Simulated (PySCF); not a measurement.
**Al4: structure of the triplet**

The task is one start of a wider search on Al4: the triplet, from a rhombus start. It is relaxed, tested by its Hessian and followed downhill if it is a saddle.

Computed with PySCF 2.14.0. Level: PBE0, basis Al def2-TZVP, no relativity, density fitting.

**1. Starting geometry**

4 atoms, charge 0, spin multiplicity 3.

Bond lengths: Al1–Al2 2.520 Å, Al1–Al3 2.520 Å, Al1–Al4 2.520 Å, Al2–Al3 2.520 Å, Al2–Al4 2.520 Å. Angles: Al2–Al1–Al3 60.0°, Al2–Al1–Al4 60.0°, Al3–Al1–Al4 120.0°, Al1–Al2–Al3 60.0°, Al1–Al2–Al4 60.0°, Al3–Al2–Al4 120.0°, Al1–Al3–Al2 60.0°, Al1–Al4–Al2 60.0°.

```xyz
4
charge 0 multiplicity 3
Al    0.0000    1.2600    0.0000
Al    0.0000   -1.2600    0.0000
Al    2.1824    0.0000    0.0000
Al   -2.1824    0.0000    0.0000
```

**2. Finding the electronic state**

The steps below are one call of a driver around PySCF. For each, scf.py gives the equivalent set-up of the SCF; relaxations use the driver's own optimiser. After this first run the driver tries any further starts and a stability analysis.

Contents of scf.py:

```python
from pyscf import gto, scf, dft
mol = gto.M(atom='''
Al     0.000000     1.260000     0.000000
Al     0.000000    -1.260000     0.000000
Al     2.182400     0.000000     0.000000
Al    -2.182400     0.000000     0.000000''',
    basis={'Al': 'def2-TZVP'},
    charge=0, spin=2)
mf = dft.UKS(mol, xc='PBE0')
mf.grids.atom_grid = (50, 194)
aux = {'Al': 'def2-universal-JKFIT'}
mf = mf.density_fit(auxbasis=aux)
mf.conv_tol = 1e-08
mf.diis_space = 10
mf.max_cycle = 60
mf.init_guess = 'minao'
mf.verbose = 4
mf.kernel()
```

Run with:

```sh
> OMP_NUM_THREADS=4 python axn.py task.json out
```

Standard output:

```text
init E= -969.612951491559
[... the frontier-level lines of each cycle are left out ...]
cycle= 1 E= -969.183152729153  delta_E= 0.43  |g|= 0.184  |ddm|= 1.44
cycle= 2 E= -969.165702947905  delta_E= 0.0174  |g|= 0.21  |ddm|= 0.548
cycle= 3 E= -969.208453811213  delta_E= -0.0428  |g|= 0.0389  |ddm|= 0.351
cycle= 4 E= -969.209489286351  delta_E= -0.00104  |g|= 0.00441  |ddm|= 0.0517
cycle= 5 E= -969.209536834978  delta_E= -4.75e-05  |g|= 0.00116  |ddm|= 0.0162
cycle= 6 E= -969.209539574389  delta_E= -2.74e-06  |g|= 0.000446  |ddm|= 0.00381
cycle= 7 E= -969.209539851049  delta_E= -2.77e-07  |g|= 0.000127  |ddm|= 0.00116
cycle= 8 E= -969.209539892332  delta_E= -4.13e-08  |g|= 3.93e-05  |ddm|= 0.00045
cycle= 9 E= -969.209539897834  delta_E= -5.5e-09  |g|= 9.51e-06  |ddm|= 0.000188
Extra cycle  E= -969.209539898097  delta_E= -2.63e-10  |g|= 4.65e-06  |ddm|= 3.1e-05
converged SCF energy = -969.209539898097  <S^2> = 2.0160329  2S+1 = 3.0106696
```

This step, with its further starts and checks, ran for 18 s (4 threads of Arm Neoverse V2, shared host).

Energies from each starting density:

```tsv
start	energy (Eh)
the minimal-basis guess	-969.209540
a thermally smeared density	-969.209540
a smeared PBE density	-969.209540
```

No lower solution of this spin turned up from the other starts or in the test of internal stability.

**3. Rhombus start, triplet: relaxation**

The program finds D2h symmetry in the start, which this walk keeps. Threshold on the gradient: 0.0003 Eh/bohr, with a further test on the energy change.

scf.py: that of step 2 with these lines changed.

```diff
@@ -16 +15,0 @@
-mf.init_guess = 'minao'
```

Steps of the walk:

```tsv
step	energy (Eh)	change (kJ/mol)	largest symmetric gradient (Eh/bohr)
0	-969.209540	0.00	0.02772
1	-969.213357	-10.02	0.01718
2	-969.216276	-17.69	0.00543
3	-969.216715	-18.84	0.00145
4	-969.216764	-18.97	0.00032
5	-969.216766	-18.97	0.00021
```

The walk took 14 s.

It settles in D2h symmetry, 19.0 kJ/mol below the start, after 5 steps: Al–Al 2.554 Å (×4), Al–Al 2.853 Å; Al–Al–Al 56.0° (×4), Al–Al–Al 67.9° (×2), Al–Al–Al 112.1° (×2).

**4. Vibrations and properties at this point**

The point is checked on the finer grid, and tightened if its gradient asks for it. The Hessian and the dipole derivatives come from central differences of analytic gradients, with steps of 0.02 bohr.

scf.py: that of step 3 with these lines changed.

```diff
@@ -3,4 +3,4 @@
-Al     0.000000     1.260000     0.000000
-Al     0.000000    -1.260000     0.000000
-Al     2.182400     0.000000     0.000000
-Al    -2.182400     0.000000     0.000000''',
+Al    -0.000000     1.426601     0.000000
+Al     0.000000    -1.426601     0.000000
+Al     2.117481     0.000000     0.000000
+Al    -2.117481    -0.000000     0.000000''',
@@ -10 +10 @@
-mf.grids.atom_grid = (50, 194)
+mf.grids.atom_grid = (75, 302)
@@ -13 +13 @@
-mf.conv_tol = 1e-08
+mf.conv_tol = 1e-10
```

The driver hands on the density of the step before, so the log starts near convergence.

SCF at the final geometry:

```text
init E= -969.21682151344
[... the frontier-level lines of each cycle are left out ...]
cycle= 1 E= -969.216821513055  delta_E= 3.84e-10  |g|= 1.89e-05  |ddm|= 3.73e-05
cycle= 2 E= -969.216821508896  delta_E= 4.16e-09  |g|= 6.12e-05  |ddm|= 0.000116
cycle= 3 E= -969.216821513413  delta_E= -4.52e-09  |g|= 8.03e-06  |ddm|= 9.13e-05
cycle= 4 E= -969.21682151349  delta_E= -7.69e-11  |g|= 7.46e-08  |ddm|= 1.2e-05
Extra cycle  E= -969.21682151349  delta_E= -4.55e-13  |g|= 7.95e-08  |ddm|= 3.13e-07
converged SCF energy = -969.21682151349  <S^2> = 2.0182416  2S+1 = 3.0121365
```

The whole step took 58 s.

Geometry: D2h; Al–Al 2.553 Å (×4), Al–Al 2.853 Å; Al–Al–Al 56.0° (×4), Al–Al–Al 67.9° (×2), Al–Al–Al 112.1° (×2).

Modes, for the most abundant isotopes:

```
symmetry  ω (cm⁻¹)  IR (km/mol)  μ (u)
     b3u        50          3.7  26.98
      ag       188          0.0  26.98
     b2u       221          1.5  26.98
     b1u       300          6.8  26.98
      ag       316          0.0  26.98
     b3g       340          0.0  26.98
```

μ is the mass of the mode for normalised Cartesian displacements, not the reduced mass of the usual diatomic formula.

Every mode is real; the point is a minimum.

Constants and moments:

| Property | Result |
| --- | --- |
| Dipole moment | 0.00 D |
| Highest occupied level | -5.14 eV |
| Lowest empty level | -3.46 eV |
| Rotational constants | 0.1535, 0.06967, 0.04792 cm⁻¹ |
| Zero-point energy | 8.5 kJ/mol |
| Principal polarisabilities | 120.1, 201.1, 283.7 bohr³ |
| Atomisation energy without zero-point energy | 580 kJ/mol |
| Principal traceless quadrupole moments about the centre of mass | -6.68, -2.01, 8.70 D Å |
| Entropy at 298.15 K and 1 bar (electronic part: spin only) | 334.4 J/(mol K) |
| Heat capacity Cp at 298.15 K | 77.4 J/(mol K) |
| Enthalpy at 298.15 K above 0 K | 18.15 kJ/mol |
| Rotational symmetry number | 4 |
| Spin squared ⟨S²⟩ | 2.018 |

Populations by atom (charges in e):

```
 atom  Mulliken  Löwdin  polar tensor  spin (Mulliken)  Mayer order to Al1
  Al1     -0.05   -0.07         -0.16             0.71                   –
  Al2     -0.05   -0.07         -0.16             0.71                0.79
Al3,4      0.05    0.07          0.16             0.29                0.85
```

Outer orbital energies (eV). α occupied: -73.79, -12.81, -10.07, -8.98, -6.45, -5.65, -5.29, -5.28; empty: -3.16, -2.28, -1.60, -1.49. β occupied: -73.71, -73.69, -73.69, -12.11, -9.46, -7.73, -6.28, -5.14; empty: -3.46, -2.94, -2.82, -2.20.

Mulliken populations on Al1: s 5.59, p 7.33, d 0.12, f 0.01.

**5. Summary of results**

| quantity | value |
| --- | --- |
| minimum | triplet, D2h |
| geometry | Al–Al 2.553 Å (×4), Al–Al 2.853 Å; Al–Al–Al 56.0° (×4), Al–Al–Al 67.9° (×2), Al–Al–Al 112.1° (×2) |
| wavenumbers (cm⁻¹) | 50 (b3u), 188 (ag), 221 (b2u), 300 (b1u), 316 (ag), 340 (b3g) |
| dipole moment | 0.00 D |
| highest occupied, lowest empty level (either spin) | -5.14, -3.46 eV |
| polar-tensor charge of Al1 | -0.16 e |
| zero-point energy | 8.5 kJ/mol |
| entropy at 298.15 K | 334.4 J/(mol K) |
| atomisation energy (no zero-point energy) | 580 kJ/mol |
| ⟨S²⟩ | 2.018 |

The molecule stays D2h, as typed, and the end point is a minimum. The strongest infrared band lies at 300 cm⁻¹ (b1u). Other starts or spin states, not run here, may lie lower.

The search up to here took 90 s.
